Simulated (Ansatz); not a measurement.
# GaSb: the cost of one run

Method: DFT r2SCAN, scalar-relativistic, plane waves, PAW, in Ansatz 0.2.0.

The COD entry's cell or inner coordinates are ideal or old and differ from later refinements, so a difference from it is no clean test against experiment.

3 further runs of the same task are left out: 3 set aside as unsound or not needed.

## Step 1: Starting point

It takes space group F-43m (No. 216, cubic). The conventional cell has a = 6.132 Å, b = 6.132 Å, c = 6.132 Å, α = 90.00°, β = 90.00°, γ = 90.00°. Ga (site symmetry -43m) has 4 Sb at 2.66 Å in its first shell of neighbours. Around Sb (site symmetry -43m) lie 4 Ga at 2.66 Å.

Structure file:

```xyz
2
Lattice="0.0000 3.0661 3.0661 3.0661 0.0000 3.0661 3.0661 3.0661 0.0000" Properties=species:S:1:pos:R:3 pbc="T T T"
Ga    0.0000    0.0000    0.0000
Sb    4.5992    4.5992    4.5992
```

This cell was relaxed beforehand with the same method: volume 28.83 Å³/atom, gap on the mesh 0.41 eV.

## Step 2: The film's bulk: HgS

Relaxed beforehand at this level: -7367.0283 eV/atom, gap on the mesh none (metal).

```cif
data_structure
_symmetry_space_group_name_H-M 'P 1'
_symmetry_Int_Tables_number 1
_cell_length_a 4.1920
_cell_length_b 4.1920
_cell_length_c 4.1920
_cell_angle_alpha 60.000
_cell_angle_beta 60.000
_cell_angle_gamma 60.000
_cell_volume 52.09
loop_
_atom_site_label
_atom_site_type_symbol
_atom_site_fract_x
_atom_site_fract_y
_atom_site_fract_z
_atom_site_occupancy
Hg1 Hg 0.00000 0.00000 0.00000 1
S1 S 0.75000 0.75000 0.75000 1
```

## Step 3: Band edges and mean potential of the bulk

input.yaml

```yaml
crystal:
  lattice:
    - [0.0, 3.0661484736, 3.0661484736]
    - [3.0661484736, 0.0, 3.0661484736]
    - [3.0661484736, 3.0661484736, 0.0]
  atoms:
    - { symbol: Ga, position: [0.0, 0.0, 0.0] }
    - { symbol: Sb, position: [0.75, 0.75, 0.75] }
basis:
  ecutwfc: 500
kpoints:
  mp_grid: { grid: [10, 10, 10] }
  band_path: { path: [VBM, CBM], npoints: 2 }
hamiltonian:
  xc: r2scan
scf:
  occupations: { method: gaussian, width: 0.02 }
output:
  forces: true
  stress: true
  eigenvalues: true
```

On the command line:

```console
ansatz run input.yaml --threads 2 --pin off --max-ram 5120MiB --backend cpu --events-out ev --progress --plain --runs-dir out
```

Q: Estimate wall time and peak memory on 2 threads of AMD EPYC 9R45 (Zen 5), shared host.

About 3.5 s, with a peak of 0.58 GiB.
